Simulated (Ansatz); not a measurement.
# YMn2 (I4_1/amd): equation of state

Aim: the bulk modulus of YMn2 (I4_1/amd) from energies at several volumes around the relaxed one, with shape and atoms relaxed at each.

Computed with Ansatz 0.2.0 (DFT PBE, scalar-relativistic, plane waves, PAW, unless a step's input says otherwise).

### Step 1. Starting point

The structure is tetragonal, space group I4_1/amd (No. 141). Conventional cell: a = 5.383 Å, b = 5.383 Å, c = 7.119 Å, α = 90.00°, β = 90.00°, γ = 90.00°. Around Y (site symmetry -4m2) lie 12 Mn at 2.99 to 3.14 Å and 4 Y at 3.23 Å. Around Mn (site symmetry 2/m) lie 6 Mn at 2.61 to 2.69 Å and 2 Y at 2.99 Å.

Coordinates:

```
Y Mn
1.0
     0.00000    3.80677    3.80677
     3.56362    0.00397    3.80280
     3.55572    3.81056   -0.00380
Y Mn
2 4
Direct
  0.00000 0.00001 0.00000
  0.25000 0.24999 0.25000
  0.62500 0.62500 0.62500
  0.12500 0.62500 0.62500
  0.62500 0.62500 0.12500
  0.62500 0.12500 0.62500
```

An earlier run at PBE left this cell at 17.194 Å³/atom and 0.00 GPa (10×10×10 mesh). The large moments point both ways and cancel.

Volume factors to run: 0.980, 1.020, 0.960, 1.040.

### Step 2. Volume × 0.980

input.yaml reads:

```yaml
crystal:
  lattice:
    - [0.0, 3.7812158207, 3.7812158208]
    - [3.5396984364, 0.0039415341, 3.7772742866]
    - [3.5318575397, 3.7849890667, -0.0037732458]
  atoms:
    - { symbol: "Y", position: [-2.7305e-06, 7.0092e-06, -1.5481e-06] }
    - { symbol: "Y", position: [0.2500027306, 0.2499929908, 0.2500015481] }
    - { symbol: Mn, position: [0.625, 0.625, 0.625], spin: 2.72 }
    - { symbol: Mn, position: [0.125, 0.625, 0.625], spin: 2.72 }
    - { symbol: Mn, position: [0.625, 0.625, 0.125], spin: -2.72 }
    - { symbol: Mn, position: [0.625, 0.125, 0.625], spin: -2.72 }
basis:
  ecutwfc: 420
  ecutrho_ratio: 4
kpoints:
  mp_grid: { grid: [10, 10, 10] }
hamiltonian:
  xc: pbe
scf:
  occupations: { method: gaussian, width: 0.05 }
output:
  forces: true
  stress: true
  eigenvalues: true
  populations: true
magnetization:
  spin_polarized: true
relax:
  f_tol: 0.01
  max_steps: 40
  cell: { stress_tol: 0.1, fix: [volume] }
```

On the command line:

```
$ ansatz run input.yaml --threads 4 --pin off --max-ram 10240MiB --backend cpu --events-out ev --progress --plain --runs-dir out
```

After this run come: At 1.020 of the relaxed volume; Scaling the volume by 0.960; Volume × 1.040.

What does the calculation give? Wanted: V0; B0; scatter of the fit.

**Answer**, as computed:

```
          quantity           value
                V0  17.193 Å³/atom
                B0          67 GPa
scatter of the fit  0.002 meV/atom
```

In words: A third-order Birch–Murnaghan fit puts the minimum at 17.19 Å³/atom with a bulk modulus of 67 GPa. One per cent of compression takes about 0.67 GPa. The moment on atom 3 grows from 2.26 to 2.67 μB on expansion. These are values at 0 K without zero-point motion.
